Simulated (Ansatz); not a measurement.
# C42H30: structure and electronic state, part 1 of 2

Aim: characterise C42H30 as a singlet: its structure, frontier levels and distribution of charge.

Program: Ansatz 0.2.0, Gaussian basis. Level of theory: RKS PBE0-D4/def2-SVP. These are calculated values, not measurements.

The runs, in order: relaxation at PBE-D4/def2-SVP; a single point at PBE0-D4/def2-SVP.

## 1. Starting geometry

SMILES `c1ccc(-c2ccc(-c3ccc(-c4ccc(-c5ccc(-c6ccc(-c7ccccc7)cc6)cc5)cc4)cc3)cc2)cc1`, 72 atoms, charge 0, spin multiplicity 1.

Atoms are counted from 1 here; the program's logs count them from 0.

Bond lengths: C1–C2 1.385 Å, C1–C42 1.385 Å, C1–H43 1.080 Å, C2–C3 1.382 Å, C2–H44 1.080 Å, C3–C4 1.392 Å, C3–H45 1.081 Å, C4–C5 1.470 Å, C4–C41 1.392 Å, C5–C6 1.392 Å, C5–C40 1.392 Å, C6–C7 1.380 Å, C6–H46 1.080 Å, C7–C8 1.393 Å, C7–H47 1.081 Å, C8–C9 1.469 Å, C8–C39 1.393 Å, C9–C10 1.393 Å and more. Angles: C2–C1–C42 119.8°, C2–C1–H43 120.1°, C42–C1–H43 120.1°, C1–C2–C3 120.2°, C1–C2–H44 120.0°, C3–C2–H44 119.9°, C2–C3–C4 120.5°, C2–C3–H45 120.1°, C4–C3–H45 119.4°, C3–C4–C5 120.6°, C3–C4–C41 118.9°, C5–C4–C41 120.5°, C4–C5–C6 120.7°, C4–C5–C40 120.6°, C6–C5–C40 118.6°, C5–C6–C7 120.7°, C5–C6–H46 119.4°, C7–C6–H46 119.9° and more.

The start is a GFN2-xTB geometry.

## 2. Relaxation at PBE-D4/def2-SVP

in.yaml reads:

```yaml
crystal:
  periodic: [false, false, false]
  atoms:
    - {symbol: C, position_ang: [-14.184760, -0.344160, 0.771140]}
    - {symbol: C, position_ang: [-13.485170, -1.462810, 0.350690]}
    - {symbol: C, position_ang: [-12.104800, -1.433450, 0.281540]}
    - {symbol: C, position_ang: [-11.405080, -0.278590, 0.620540]}
    - {symbol: C, position_ang: [-9.937860, -0.242090, 0.539790]}
    - {symbol: C, position_ang: [-9.285400, 0.824310, -0.073170]}
    - {symbol: C, position_ang: [-7.908310, 0.850720, -0.160780]}
    - {symbol: C, position_ang: [-7.140860, -0.174510, 0.387800]}
    - {symbol: C, position_ang: [-5.673900, -0.138240, 0.311830]}
    - {symbol: C, position_ang: [-5.032340, 0.206990, -0.875390]}
    - {symbol: C, position_ang: [-3.654810, 0.232860, -0.953900]}
    - {symbol: C, position_ang: [-2.867220, -0.071470, 0.155770]}
    - {symbol: C, position_ang: [-1.401190, -0.036480, 0.076260]}
    - {symbol: C, position_ang: [-0.749790, 0.919910, -0.701790]}
    - {symbol: C, position_ang: [0.627340, 0.949510, -0.782950]}
    - {symbol: C, position_ang: [1.403470, 0.034700, -0.074730]}
    - {symbol: C, position_ang: [2.870200, 0.070860, -0.152000]}
    - {symbol: C, position_ang: [3.651410, -0.057320, 0.994740]}
    - {symbol: C, position_ang: [5.028930, -0.013010, 0.919770]}
    - {symbol: C, position_ang: [5.670740, 0.137490, -0.307480]}
    - {symbol: C, position_ang: [7.136380, 0.170210, -0.388140]}
    - {symbol: C, position_ang: [7.880200, 0.911280, 0.526930]}
    - {symbol: C, position_ang: [9.257370, 0.948890, 0.450250]}
    - {symbol: C, position_ang: [9.936820, 0.241340, -0.539580]}
    - {symbol: C, position_ang: [11.403560, 0.279850, -0.622290]}
    - {symbol: C, position_ang: [12.045820, 0.354520, -1.856430]}
    - {symbol: C, position_ang: [13.425640, 0.389010, -1.932360]}
    - {symbol: C, position_ang: [14.188190, 0.348250, -0.777040]}
    - {symbol: C, position_ang: [13.561030, 0.275340, 0.455540]}
    - {symbol: C, position_ang: [12.181330, 0.240050, 0.532800]}
    - {symbol: C, position_ang: [9.191320, -0.502630, -1.451880]}
    - {symbol: C, position_ang: [7.813710, -0.535570, -1.379730]}
    - {symbol: C, position_ang: [4.890820, 0.257490, -1.455260]}
    - {symbol: C, position_ang: [3.513220, 0.232920, -1.377140]}
    - {symbol: C, position_ang: [0.755050, -0.917850, 0.707820]}
    - {symbol: C, position_ang: [-0.622480, -0.957470, 0.776350]}
    - {symbol: C, position_ang: [-3.511830, -0.409220, 1.345100]}
    - {symbol: C, position_ang: [-4.889510, -0.449010, 1.420640]}
    - {symbol: C, position_ang: [-7.794180, -1.236080, 1.009570]}
    - {symbol: C, position_ang: [-9.172120, -1.274070, 1.075260]}
    - {symbol: C, position_ang: [-12.117480, 0.841860, 1.038670]}
    - {symbol: C, position_ang: [-13.496920, 0.806000, 1.120020]}
    - {symbol: H, position_ang: [-15.263070, -0.367900, 0.826450]}
    - {symbol: H, position_ang: [-14.018430, -2.361320, 0.075840]}
    - {symbol: H, position_ang: [-11.560890, -2.302830, -0.058890]}
    - {symbol: H, position_ang: [-9.867330, 1.627490, -0.501740]}
    - {symbol: H, position_ang: [-7.416770, 1.685260, -0.640080]}
    - {symbol: H, position_ang: [-5.622640, 0.434520, -1.751630]}
    - {symbol: H, position_ang: [-3.181620, 0.469770, -1.895640]}
    - {symbol: H, position_ang: [-1.328510, 1.663180, -1.230900]}
    - {symbol: H, position_ang: [1.112290, 1.707130, -1.381660]}
    - {symbol: H, position_ang: [3.171810, -0.170900, 1.956280]}
    - {symbol: H, position_ang: [5.620630, -0.119690, 1.818070]}
    - {symbol: H, position_ang: [7.367300, 1.484070, 1.286500]}
    - {symbol: H, position_ang: [9.814150, 1.552840, 1.151920]}
    - {symbol: H, position_ang: [11.456280, 0.409450, -2.760110]}
    - {symbol: H, position_ang: [13.907960, 0.448170, -2.897550]}
    - {symbol: H, position_ang: [15.266280, 0.374380, -0.837890]}
    - {symbol: H, position_ang: [14.150440, 0.241090, 1.360630]}
    - {symbol: H, position_ang: [11.699290, 0.164170, 1.496670]}
    - {symbol: H, position_ang: [9.700810, -1.077120, -2.211640]}
    - {symbol: H, position_ang: [7.252280, -1.131690, -2.084720]}
    - {symbol: H, position_ang: [5.373170, 0.389710, -2.413340]}
    - {symbol: H, position_ang: [2.923610, 0.320290, -2.278210]}
    - {symbol: H, position_ang: [1.339910, -1.648360, 1.248160]}
    - {symbol: H, position_ang: [-1.102630, -1.727130, 1.363190]}
    - {symbol: H, position_ang: [-2.925030, -0.624170, 2.226410]}
    - {symbol: H, position_ang: [-5.367500, -0.697150, 2.357850]}
    - {symbol: H, position_ang: [-7.213280, -2.047150, 1.424830]}
    - {symbol: H, position_ang: [-9.665890, -2.100670, 1.565380]}
    - {symbol: H, position_ang: [-11.580950, 1.736410, 1.321020]}
    - {symbol: H, position_ang: [-14.038210, 1.677840, 1.458030]}
basis:
  gaussian: {orbitals: def2-SVP, fitting: {mean_field: def2-universal-jkfit}}
hamiltonian: {xc: pbe, dispersion: d4}
scf: {lower_state_search: "off"}
output: {orbitals: {seedname: orbitals}}
relax: {f_tol: 0.03, max_steps: 70}
```

On the command line:

```sh
$ ansatz run in.yaml --threads 2 --pin off --events-out ev --progress --plain --max-ram 32768MiB --backend cuda --devices 0, --max-vram 18GiB
```

Log:

```text
Functional definition: PBE
  name "PBE"
  cite "Perdew, Burke & Ernzerhof, Phys. Rev. Lett. 77, 3865 (1996) doi:10.1103/PhysRevLett.77.3865"
  parent pbe
  parameter kappa = 0.804
  parameter beta = 0.06672455060314922
  exchange = pbe_x(kappa = kappa, mu = beta*pi^2/3)
  correlation = pbe_c(beta = beta)
these checks for a lower state are left out or cut short: stability, starts, cluster_reference, orbital_swaps, neighbouring_geometries, increment
3690 factors; integrals over basis functions are off by at most 2.1e-1 eV
mean field evaluation 1: about -43899.1459 eV, gradient 1.4e2 eV
mean field evaluation 2: about -43871.9986 eV, gradient 1.8e2 eV
mean field evaluation 4: about -43955.7457 eV, gradient 5.7e0 eV
mean field evaluation 8: about -43955.7927 eV, gradient 4.8e-1 eV
mean field evaluation 16: about -43955.7934 eV, gradient 6.4e-4 eV
mean field -43955.79338691 eV, -1615.3456126622 hartree, gradient 2.7e-6 eV, S^2 0.000000; 0 other end points of the search recorded, 0 dependent functions left out
the calculation of the forces begins
reference -43955.79349241 eV, -1615.3456165392 hartree; 141, 141 occupied and 597, 597 virtual orbitals, 3690 factors
relax step   1: F+E_penalty+E_count = -43958.77259233 eV  Δ(F+E_penalty+E_count) = +0.000e0 eV  max|allowed force component| = 7.465e-1 eV/Å  Δτ_max = 0.0000 Å  (21 SCF iters, accepted)
these checks for a lower state are left out or cut short: stability, starts, cluster_reference, orbital_swaps, neighbouring_geometries, increment
3690 factors; integrals over basis functions are off by at most 2.2e-1 eV
mean field -43956.41990044 eV, -1615.3686366097 hartree, gradient 1.7e-6 eV, S^2 0.000000; 0 other end points of the search recorded, 0 dependent functions left out
the calculation of the forces begins
reference -43956.42000754 eV, -1615.3686405455 hartree; 141, 141 occupied and 597, 597 virtual orbitals, 3690 factors
relax step   2: F+E_penalty+E_count = -43959.36330183 eV  Δ(F+E_penalty+E_count) = -5.907e-1 eV  max|allowed force component| = 2.039e-1 eV/Å  Δτ_max = 0.1412 Å  (20 SCF iters, accepted)
these checks for a lower state are left out or cut short: stability, starts, cluster_reference, orbital_swaps, neighbouring_geometries, increment
3690 factors; integrals over basis functions are off by at most 2.2e-1 eV
mean field evaluation 32: about -43956.5506 eV, gradient 2.1e-1 eV
mean field -43956.51474926 eV, -1615.3721222396 hartree, gradient 2.8e-6 eV, S^2 0.000000; 0 other end points of the search recorded, 0 dependent functions left out
the calculation of the forces begins
reference -43956.51485615 eV, -1615.3721261678 hartree; 141, 141 occupied and 597, 597 virtual orbitals, 3690 factors
relax step   3: F+E_penalty+E_count = -43959.44249041 eV  Δ(F+E_penalty+E_count) = -7.919e-2 eV  max|allowed force component| = 4.457e-2 eV/Å  Δτ_max = 0.1174 Å  (19 SCF iters, accepted)
[... from here on, the SCF cycles and remarks between the steps are left out ...]
relax step   4: F+E_penalty+E_count = -43959.45286233 eV  Δ(F+E_penalty+E_count) = -1.037e-2 eV  max|allowed force component| = 5.472e-2 eV/Å  Δτ_max = 0.0961 Å  (19 SCF iters, accepted)
relax step   5: F+E_penalty+E_count = -43959.45828140 eV  Δ(F+E_penalty+E_count) = -5.419e-3 eV  max|allowed force component| = 5.806e-2 eV/Å  Δτ_max = 0.0835 Å  (19 SCF iters, accepted)
relax step   6: F+E_penalty+E_count = -43959.46215095 eV  Δ(F+E_penalty+E_count) = -3.870e-3 eV  max|allowed force component| = 1.038e-1 eV/Å  Δτ_max = 0.1541 Å  (19 SCF iters, accepted)
relax step   7: F+E_penalty+E_count = -43959.46621515 eV  Δ(F+E_penalty+E_count) = -4.064e-3 eV  max|allowed force component| = 6.911e-2 eV/Å  Δτ_max = 0.0358 Å  (20 SCF iters, accepted)
relax step   8: F+E_penalty+E_count = -43959.46913881 eV  Δ(F+E_penalty+E_count) = -2.924e-3 eV  max|allowed force component| = 2.695e-2 eV/Å  Δτ_max = 0.0410 Å  (19 SCF iters, accepted)
relax step   9: F+E_penalty+E_count = -43959.47229010 eV  Δ(F+E_penalty+E_count) = -3.151e-3 eV  max|allowed force component| = 3.933e-2 eV/Å  Δτ_max = 0.1040 Å  (18 SCF iters, accepted)
relax step  10: F+E_penalty+E_count = -43959.46816069 eV  Δ(F+E_penalty+E_count) = +4.129e-3 eV  max|allowed force component| = 1.493e-1 eV/Å  Δτ_max = 0.1950 Å  (19 SCF iters, rejected (line search))
relax step  11: F+E_penalty+E_count = -43959.47500888 eV  Δ(F+E_penalty+E_count) = -2.719e-3 eV  max|allowed force component| = 2.156e-2 eV/Å  Δτ_max = 0.0914 Å  (18 SCF iters, accepted)
relax step  12: F+E_penalty+E_count = -43959.47553406 eV  Δ(F+E_penalty+E_count) = -5.252e-4 eV  max|allowed force component| = 5.488e-2 eV/Å  Δτ_max = 0.0975 Å  (18 SCF iters, accepted)
these checks for a lower state are left out or cut short: stability, starts, cluster_reference, orbital_swaps, neighbouring_geometries, increment
3690 factors; integrals over basis functions are off by at most 2.2e-1 eV
mean field -43956.55262630 eV, -1615.3735141949 hartree, gradient 2.6e-6 eV, S^2 0.000000; 0 other end points of the search recorded, 0 dependent functions left out
the calculation of the forces begins
reference -43956.55273272 eV, -1615.3735181059 hartree; 141, 141 occupied and 597, 597 virtual orbitals, 3690 factors
relax step  13: F+E_penalty+E_count = -43959.47676208 eV  Δ(F+E_penalty+E_count) = -1.228e-3 eV  max|allowed force component| = 2.358e-2 eV/Å  Δτ_max = 0.0136 Å  (21 SCF iters, accepted)
Total energy: -43959.47686850 eV, -1615.4809781137 hartree
Atom 0 at   -14.419877    -0.351352     0.785494 Å, force     0.010409     0.001220    -0.002912 eV/Å
Atom 1 at   -13.681048    -1.545893     0.800759 Å, force    -0.005967     0.021095    -0.003000 eV/Å
Atom 2 at   -12.282319    -1.511644     0.724928 Å, force     0.007890     0.019906    -0.001274 eV/Å
Atom 3 at   -11.588140    -0.282507     0.631417 Å, force    -0.018109    -0.000134     0.000244 eV/Å
Atom 4 at   -10.108042    -0.246532     0.550971 Å, force     0.013263     0.000963     0.001132 eV/Å
Atom 5 at    -9.439115     0.727484    -0.225630 Å, force    -0.005213    -0.013092     0.004184 eV/Å
Atom 6 at    -8.043978     0.759975    -0.303608 Å, force     0.009027    -0.011181     0.008442 eV/Å
Atom 7 at    -7.248081    -0.177008     0.395377 Å, force    -0.016812    -0.001308    -0.000990 eV/Å
Atom 8 at    -5.770232    -0.141159     0.314837 Å, force     0.007368     0.000331    -0.000511 eV/Å
Atom 9 at    -5.108457     0.252746    -0.870941 Å, force    -0.002601    -0.000730     0.003295 eV/Å
Atom 10 at    -3.713668     0.284620    -0.947369 Å, force     0.001370    -0.002426     0.000285 eV/Å
Atom 11 at    -2.907601    -0.071634     0.158705 Å, force    -0.007953    -0.000209     0.000748 eV/Å
Atom 12 at    -1.429621    -0.035635     0.078135 Å, force     0.005893     0.000321    -0.000002 eV/Å
Atom 13 at    -0.760876     0.885933    -0.760593 Å, force    -0.000611     0.001350    -0.000032 eV/Å
Atom 14 at     0.633812     0.918442    -0.838925 Å, force     0.001866    -0.002851     0.001375 eV/Å
Atom 15 at     1.432298     0.034202    -0.077859 Å, force    -0.002782    -0.000810    -0.000827 eV/Å
Atom 16 at     2.910055     0.070235    -0.158456 Å, force     0.003905    -0.001125    -0.000262 eV/Å
Atom 17 at     3.712693    -0.188678     0.976284 Å, force    -0.003118     0.001003    -0.006534 eV/Å
Atom 18 at     5.107678    -0.151121     0.900947 Å, force     0.001130     0.000803    -0.006129 eV/Å
Atom 19 at     5.768747     0.140112    -0.314400 Å, force    -0.002709     0.001829     0.000125 eV/Å
Atom 20 at     7.246813     0.176460    -0.394981 Å, force     0.005158    -0.000071    -0.000074 eV/Å
Atom 21 at     8.029168     0.644239     0.685792 Å, force    -0.003170    -0.004245    -0.007200 eV/Å
Atom 22 at     9.424227     0.680000     0.608863 Å, force     0.003185    -0.001457    -0.007631 eV/Å
Atom 23 at    10.107123     0.247053    -0.550936 Å, force    -0.006181    -0.000042     0.000504 eV/Å
Atom 24 at    11.587244     0.283649    -0.631689 Å, force     0.018277    -0.000582    -0.001170 eV/Å
Atom 25 at    12.243493     0.545025    -1.857529 Å, force    -0.008619    -0.003084     0.021670 eV/Å
Atom 26 at    13.642121     0.579118    -1.934267 Å, force     0.006218     0.000190     0.015396 eV/Å
Atom 27 at    14.419398     0.353732    -0.786246 Å, force    -0.007690    -0.000973     0.001152 eV/Å
Atom 28 at    13.783657     0.093273     0.438892 Å, force     0.003992     0.000068    -0.016985 eV/Å
Atom 29 at    12.385007     0.058066     0.514770 Å, force    -0.011193     0.004820    -0.020560 eV/Å
Atom 30 at     9.324364    -0.222112    -1.630789 Å, force     0.003840     0.001204     0.007102 eV/Å
Atom 31 at     7.929146    -0.255255    -1.555585 Å, force    -0.002686     0.004794     0.007354 eV/Å
Atom 32 at     4.966076     0.395723    -1.449884 Å, force     0.002445    -0.003638     0.005989 eV/Å
Atom 33 at     3.571015     0.364722    -1.373072 Å, force    -0.002497     0.001268     0.006948 eV/Å
Atom 34 at     0.765147    -0.885891     0.762976 Å, force     0.001688     0.003568    -0.000166 eV/Å
Atom 35 at    -0.629719    -0.921355     0.836836 Å, force    -0.000329    -0.002250    -0.000471 eV/Å
Atom 36 at    -3.570487    -0.463591     1.344885 Å, force     0.001359     0.001775    -0.000571 eV/Å
Atom 37 at    -4.965223    -0.499450     1.420625 Å, force    -0.002808     0.001122    -0.003130 eV/Å
Atom 38 at    -7.917178    -1.149721     1.173892 Å, force     0.007833     0.013198    -0.007336 eV/Å
Atom 39 at    -9.312454    -1.184814     1.248122 Å, force    -0.007294     0.012318    -0.006342 eV/Å
Atom 40 at   -12.347084     0.911324     0.616748 Å, force     0.008641    -0.020215     0.001627 eV/Å
Atom 41 at   -13.745790     0.877552     0.693107 Å, force    -0.004085    -0.023577     0.006147 eV/Å
Atom 42 at   -15.518576    -0.378037     0.844952 Å, force     0.000368    -0.000050     0.001023 eV/Å
Atom 43 at   -14.198926    -2.515929     0.862368 Å, force    -0.000071     0.018686     0.000847 eV/Å
Atom 44 at   -11.716032    -2.455718     0.709259 Å, force    -0.001992     0.018393     0.000988 eV/Å
Atom 45 at   -10.026697     1.463462    -0.795765 Å, force     0.001187    -0.013337     0.010781 eV/Å
Atom 46 at    -7.557056     1.542368    -0.905914 Å, force    -0.002490    -0.012823     0.010566 eV/Å
Atom 47 at    -5.701284     0.502374    -1.763905 Å, force     0.001003    -0.002102     0.003313 eV/Å
Atom 48 at    -3.236345     0.557144    -1.900586 Å, force     0.001481    -0.000749     0.002851 eV/Å
Atom 49 at    -1.346330     1.618269    -1.336376 Å, force    -0.001409    -0.001332    -0.000012 eV/Å
Atom 50 at     1.119731     1.673093    -1.475698 Å, force    -0.001447    -0.000625     0.000536 eV/Å
Atom 51 at     3.230420    -0.404641     1.941776 Å, force     0.002653     0.001187    -0.004438 eV/Å
Atom 52 at     5.702125    -0.371555     1.800605 Å, force    -0.001871     0.000542    -0.004660 eV/Å
Atom 53 at     7.529986     1.024023     1.590176 Å, force     0.001790    -0.003066    -0.003264 eV/Å
Atom 54 at     9.998482     1.088318     1.454264 Å, force    -0.000672    -0.003799    -0.004160 eV/Å
Atom 55 at    11.645459     0.751963    -2.758486 Å, force     0.004713    -0.003917     0.018630 eV/Å
Atom 56 at    14.128887     0.793848    -2.898724 Å, force    -0.000383    -0.005144     0.022011 eV/Å
Atom 57 at    15.518062     0.380873    -0.846188 Å, force    -0.000434     0.000222    -0.000068 eV/Å
Atom 58 at    14.382386    -0.094614     1.344113 Å, force    -0.002706     0.005077    -0.021621 eV/Å
Atom 59 at    11.899398    -0.175417     1.474893 Å, force     0.002435     0.003285    -0.018767 eV/Å
Atom 60 at     9.822733    -0.604012    -2.534652 Å, force    -0.000293     0.003913     0.004084 eV/Å
Atom 61 at     7.353939    -0.661454    -2.401440 Å, force     0.001957     0.002932     0.003234 eV/Å
Atom 62 at     5.447768     0.642596    -2.408202 Å, force    -0.001473    -0.000902     0.004765 eV/Å
Atom 63 at     2.976664     0.554217    -2.279843 Å, force     0.003254    -0.000628     0.004047 eV/Å
Atom 64 at     1.353509    -1.614386     1.341107 Å, force    -0.001760     0.000750    -0.000282 eV/Å
Atom 65 at    -1.112824    -1.679753     1.470924 Å, force    -0.001420     0.001497    -0.000250 eV/Å
Atom 66 at    -2.979748    -0.710429     2.239778 Å, force     0.001046     0.001561    -0.002889 eV/Å
Atom 67 at    -5.444651    -0.774917     2.372149 Å, force     0.000138     0.001451    -0.003492 eV/Å
Atom 68 at    -7.330470    -1.906263     1.717369 Å, force    -0.003822     0.012707    -0.008666 eV/Å
Atom 69 at    -9.798415    -1.946627     1.876965 Å, force    -0.000638     0.012479    -0.011602 eV/Å
Atom 70 at   -11.828828     1.881750     0.573473 Å, force    -0.001272    -0.018299    -0.000819 eV/Å
Atom 71 at   -14.313658     1.821142     0.691018 Å, force    -0.000203    -0.017055    -0.002295 eV/Å
Dipole moment:    -0.001762     0.000033     0.000098 e Å
Checks for a lower state left out: stability, starts, cluster_reference, orbital_swaps, neighbouring_geometries, increment
```

It took 88 s on 1 × H100 (card shared with other runs) with 2 threads of AMD EPYC 7R13, shared host; peak host memory 1.2 GiB.

Along the way: (the energy doesn't fall at every step)

```
step  energy from step 1 (eV)  largest force component (eV/Å)
   1                   0.0000                          0.7466
   2                  -0.5907                          0.2039
   3                  -0.6699                          0.0446
   4                  -0.6803                          0.0547
   5                  -0.6857                          0.0581
   6                  -0.6896                          0.1038
   7                  -0.6936                          0.0691
   8                  -0.6965                          0.0269
   9                  -0.6997                          0.0393
  10                  -0.6956                          0.1493
  11                  -0.7024                          0.0216
  12                  -0.7029                          0.0549
  13                  -0.7042                          0.0236
```

The force was under the threshold of 0.03 eV/Å already at step 8, but the program went on to step 13.

Close pairs (by a distance rule), those that changed most:

```
   bond  before (Å)  after (Å)  change (Å)
 C4–C41       1.392      1.415      +0.023
  C3–C4       1.392      1.415      +0.023
 C5–C40       1.392      1.414      +0.022
C25–C30       1.393      1.415      +0.022
  C5–C6       1.392      1.414      +0.022
C25–C26       1.393      1.415      +0.022
 C8–C39       1.393      1.414      +0.021
C21–C22       1.393      1.414      +0.021
```

Bonds by kind at the end (by distance):

```
bond  count  shortest (Å)  longest (Å)
 C–C     48         1.397        1.483
 C–H     30         1.100        1.101
```

(Continued in part 2 of 2.)
